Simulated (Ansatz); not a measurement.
# Mg (dhcp type): the cost of one run

Computed with Ansatz 0.2.0 (DFT PBE, with the methods named in each step, unless a step's input says otherwise).

1 further run of the same task is left out (it didn't finish).

### Step 1. Starting point

Symmetry: P6_3/mmc, No. 194, hexagonal system. The conventional cell has a = 3.194 Å, b = 3.194 Å, c = 10.382 Å, α = 90.00°, β = 90.00°, γ = 120.00°. Mg (site symmetry -3m) has 12 Mg at 3.18 to 3.19 Å as nearest neighbours. Mg (site symmetry -6m2) is surrounded by 12 Mg at 3.18 to 3.19 Å.

As a file:

```xyz
4
Lattice="3.1944 0.0000 0.0000 -1.5972 2.7664 0.0000 0.0000 0.0000 10.3818" Properties=species:S:1:pos:R:3 pbc="T T T"
Mg    0.0000    0.0000    0.0000
Mg    0.0000    0.0000    5.1909
Mg    0.0000    1.8443    2.5954
Mg    1.5972    0.9221    7.7863
```

Whether this phase is the stable one at these pressures isn't tested.

Atoms are numbered in the order of the input: Mg1, Mg2, Mg3, Mg4.

### Step 2. Cell relaxed at zero pressure, PAW

File input.yaml:

```yaml
crystal:
  lattice:
    - [3.1943896707, 0.0, 0.0]
    - [-1.5971948354, 2.7664226044, 0.0]
    - [0.0, 0.0, 10.3817664298]
  atoms:
    - { symbol: Mg, position: [0.0, 0.0, 0.0] }
    - { symbol: Mg, position: [0.0, 0.0, 0.5] }
    - { symbol: Mg, position: [0.3333333333, 0.6666666667, 0.25] }
    - { symbol: Mg, position: [0.6666666667, 0.3333333333, 0.75] }
kpoints:
  mp_grid: { grid: [11, 11, 3] }
scf:
  occupations: { method: fermi_dirac, width: 0.08 }
hamiltonian:
  xc: pbe
  pseudopotentials: { kind: paw }
output:
  forces: true
  stress: true
  write_density: true
  write_potential: true
  elf: true
  volumetric_format: npy
relax:
  f_tol: 0.005
  max_steps: 40
  cell: {}
```

On the command line:

```
$ ansatz run input.yaml --threads 1 --pin off --max-ram 3072MiB --backend cpu --events-out ev --progress --plain --runs-dir out
```

Q: Estimate wall time and peak memory on 1 thread of Arm Neoverse V1, shared host.

About 8.6 s, with a peak of 0.35 GiB.
